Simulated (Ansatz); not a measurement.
# F3H4NOSi: the cost of one run

Program: Ansatz 0.2.0. Level of theory: RHF/cc-pVDZ. These are calculated values, not measurements.

## 1. The structure to begin with

Bond lengths: Si1–O2 2.030 Å, O2–H3 1.010 Å, Si1–F4 1.590 Å, Si1–F5 1.589 Å, Si1–F6 1.589 Å, Si1–N7 2.120 Å, N7–H8 1.060 Å, N7–H9 1.060 Å. Angles: Si1–O2–H3 109.5°, O2–Si1–F4 109.5°, O2–Si1–F5 109.5°, O2–Si1–F6 109.5°, O2–Si1–N7 71.6°, F4–Si1–F5 109.5°, F4–Si1–F6 109.5°, F4–Si1–N7 67.2°, F5–Si1–F6 109.5°, F5–Si1–N7 176.6°, F6–Si1–N7 72.8°, Si1–N7–H8 120.0°, Si1–N7–H9 120.0°, H8–N7–H9 120.0°.

Structure file:

```xyz
10

Si    0.0000    0.0000    0.0000
O     0.0000    0.0000    2.0300
H    -0.9095   -0.2814    2.3671
F     1.4994    0.0000   -0.5295
F    -0.7489    1.2974   -0.5295
F    -0.7489   -1.2974   -0.5295
N     1.1065   -1.6802    0.6685
H     0.6674   -2.6449    0.6516
H     2.0989   -1.5558    1.0196
H     0.6843   -1.0392    1.7311
```

## 2. A restrained relaxation towards end A

Springs on the bonds that form and break draw the guess towards this end; the thresholds are loose.

The input, input.yaml:

```yaml
crystal:
  periodic: [false, false, false]
  atoms:
    - { symbol: Si, position_ang: [0.0, 0.0, 0.0] }
    - { symbol: O, position_ang: [0.0, 0.0, 2.03] }
    - { symbol: H, position_ang: [-0.9095, -0.2814, 2.3671] }
    - { symbol: F, position_ang: [1.4994, 0.0, -0.5295] }
    - { symbol: F, position_ang: [-0.7489, 1.2974, -0.5295] }
    - { symbol: F, position_ang: [-0.7489, -1.2974, -0.5295] }
    - { symbol: "N", position_ang: [1.1065, -1.6802, 0.6685] }
    - { symbol: H, position_ang: [0.6674, -2.6449, 0.6516] }
    - { symbol: H, position_ang: [2.0989, -1.5558, 1.0196] }
    - { symbol: H, position_ang: [0.6843, -1.0392, 1.7311] }
basis:
  gaussian: { orbitals: cc-pVDZ }
hamiltonian:
  xc: hf
relax:
  f_tol: 0.15
  max_steps: 25
  restrain:
    - { distance: [0, 6], at: 3.02, k: 30.0 }
    - { distance: [9, 1], at: 2.21, k: 30.0 }
    - { distance: [0, 1], at: 1.68, k: 30.0 }
    - { distance: [9, 6], at: 1.06, k: 30.0 }
```

The run is started by

```bash
ansatz run input.yaml --threads 2 --pin off --max-ram 3072MiB --backend cpu --events-out ev --progress --plain --runs-dir out
```

**Question.** How long does this run take on 2 threads of AMD EPYC 9R45 (Zen 5), shared host, and how much memory does it need?

About 13 s, with a peak of 0.24 GiB.
